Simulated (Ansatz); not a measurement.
# LiC4O8: the cost of one run

Computed with Ansatz 0.2.0 (DFT PBE-D3(BJ), scalar-relativistic, plane waves, PAW, unless a step's input says otherwise).

1 further run of the same task is left out (it didn't finish).

### 1 The structure to begin with

Symmetry: P1, No. 1, triclinic system. The conventional cell has a = 4.973 Å, b = 4.973 Å, c = 5.404 Å, α = 117.39°, β = 117.39°, γ = 90.00°. C (site symmetry 1) has 2 O at 1.14 Å as nearest neighbours. Around O (site symmetry 1) lie 1 C at 1.14 Å. O (site symmetry 1) has 1 C at 1.14 Å and 1 Li at 1.60 Å as nearest neighbours. O (site symmetry 1) has 1 C at 1.14 Å and 1 Li at 1.62 Å as nearest neighbours. Only part of the 13 independent sites is listed.

Coordinates:

```cif
data_structure
_symmetry_space_group_name_H-M 'P1'
_symmetry_Int_Tables_number 1
_cell_length_a 4.9725
_cell_length_b 4.9725
_cell_length_c 5.4045
_cell_angle_alpha 117.390
_cell_angle_beta 117.390
_cell_angle_gamma 90.000
_cell_volume 101.48
loop_
_atom_site_label
_atom_site_type_symbol
_atom_site_symmetry_multiplicity
_atom_site_Wyckoff_symbol
_atom_site_fract_x
_atom_site_fract_y
_atom_site_fract_z
_atom_site_occupancy
C1 C 1 a 0.00000 0.00000 0.00000 1
C2 C 1 a 0.25000 0.75000 0.50000 1
O1 O 1 a 0.00000 0.77000 0.00000 1
O2 O 1 a 0.48000 0.75000 0.50000 1
O3 O 1 a 0.00000 0.23000 0.00000 1
O4 O 1 a 0.02000 0.75000 0.50000 1
C3 C 1 a 0.50000 0.50000 0.00000 1
C4 C 1 a 0.75000 0.25000 0.50000 1
O5 O 1 a 0.50000 0.27000 0.00000 1
O6 O 1 a 0.98000 0.25000 0.50000 1
O7 O 1 a 0.50000 0.73000 0.00000 1
O8 O 1 a 0.52000 0.25000 0.50000 1
Li1 Li 1 a 0.37773 0.38263 0.23958 1
```

### 2 Start relaxed

input.yaml reads:

```yaml
crystal:
  lattice:
    - [0.0, 3.5161, 4.1043]
    - [3.5161, 0.0, 4.1043]
    - [3.5161, 3.5161, 0.0]
  atoms:
    - { symbol: C, position: [0.0, 0.0, 0.0] }
    - { symbol: C, position: [0.25, 0.25, 0.25] }
    - { symbol: O, position: [0.0, 0.0, 0.23] }
    - { symbol: O, position: [0.48, 0.02, 0.25] }
    - { symbol: O, position: [0.0, 0.0, 0.77] }
    - { symbol: O, position: [0.02, 0.48, 0.25] }
    - { symbol: C, position: [0.5, 0.5, 0.5] }
    - { symbol: C, position: [0.75, 0.75, 0.75] }
    - { symbol: O, position: [0.5, 0.5, 0.73] }
    - { symbol: O, position: [0.98, 0.52, 0.75] }
    - { symbol: O, position: [0.5, 0.5, 0.27] }
    - { symbol: O, position: [0.52, 0.98, 0.75] }
    - { symbol: Li, position: [0.3777288, 0.8618562, 0.6173724], spin: 1.0 }
magnetization:
  spin_polarized: true
basis:
  ecutwfc: 420.0
kpoints:
  mp_grid: { grid: [3, 3, 3] }
hamiltonian:
  xc: pbe
  dispersion: d3bj
scf:
  occupations: { method: fermi_dirac, width: 0.02 }
  lower_state_search: "off"
relax:
  f_tol: 0.08
  max_steps: 25
  adjacent_minimum: "off"
```

Started as:

```sh
ansatz run input.yaml --threads 1 --pin off --max-ram 3072MiB --backend cpu --events-out ev --progress --plain --runs-dir out
```

**Question.** How long does this run take on 1 thread of Arm Neoverse V2, shared host, and how much memory does it need?

About 5.4 min, with a peak of 0.39 GiB.
